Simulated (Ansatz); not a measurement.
# NaZnCl3: the cost of one run

Program: Ansatz 0.2.0. PAW datasets, plane waves. The structure was generated, not taken from experiment, and needn't be the ground state; spin polarisation is off.

## 1. Starting point

The unstrained cell was relaxed with r2SCAN; in each strained cell the atoms were relaxed again with r2SCAN. Names of k-points are those of the unstrained zone, where strain can split equivalent points. First state: +1.5 % biaxial strain in x and y, free along z.

Space group P4/mmm (No. 123), tetragonal; conventional cell a = 4.931 Å, c = 4.798 Å, 23.33 Å³ an atom. Near Na stand 12 Cl at 3.44–3.49 Å; near Zn stand 6 Cl at 2.40–2.47 Å; near Cl stand 2 Zn at 2.40 Å and 4 Na at 3.49 Å; near Cl stand 2 Zn at 2.47 Å and 4 Na at 3.44 Å.

As a file:

```xyz
5
Lattice="4.9309 0.0000 0.0000 0.0000 4.9309 0.0000 0.0000 0.0000 4.7980" Properties=species:S:1:pos:R:3 pbc="T T T"
Na    0.0000    0.0000    0.0000
Zn    2.4655    2.4655    2.3990
Cl    2.4655    2.4655    0.0000
Cl    2.4655    0.0000    2.3990
Cl    0.0000    2.4655    2.3990
```

From earlier runs on the unstrained cell: PBE 1.69 eV, r2SCAN 2.34 eV, HSE06 3.18 eV; a = 4.858 Å.

## 2. +1.5 % biaxial strain in x and y, free along z: PBE

input.yaml reads:

```yaml
crystal:
  lattice:
    - [4.9309037434, 0.0, 0.0]
    - [0.0, 4.9309037434, 0.0]
    - [0.0, 0.0, 4.7980446741]
  atoms:
    - { symbol: Na, position: [0.0, 0.0, 0.0] }
    - { symbol: Zn, position: [0.5, 0.5, 0.5] }
    - { symbol: Cl, position: [0.5, 0.5, 0.0] }
    - { symbol: Cl, position: [0.5, 0.0, 0.5] }
    - { symbol: Cl, position: [0.0, 0.5, 0.5] }
kpoints:
  mp_grid: { grid: [6, 6, 6] }
  band_path:
    path: [[0.0, 0.0, 0.0], [0.0, 0.5, 0.0], [0.5, 0.5, 0.0], [0.5, 0.5, 0.5]]
    npoints: 1
hamiltonian:
  xc: pbe
scf:
  occupations: { method: fermi_dirac, width: 0.02 }
  n_extra_bands: 5
output:
  forces: true
  stress: true
  eigenvalues: true
```

The run is started by

```
> ansatz run input.yaml --threads 2 --pin off --max-ram 2211MiB --backend cpu --events-out ev --progress --plain --runs-dir out
```

Q: Estimate wall time and peak memory on 2 threads of Arm Neoverse N1, shared host.

About 7.9 s, with a peak of 0.41 GiB.
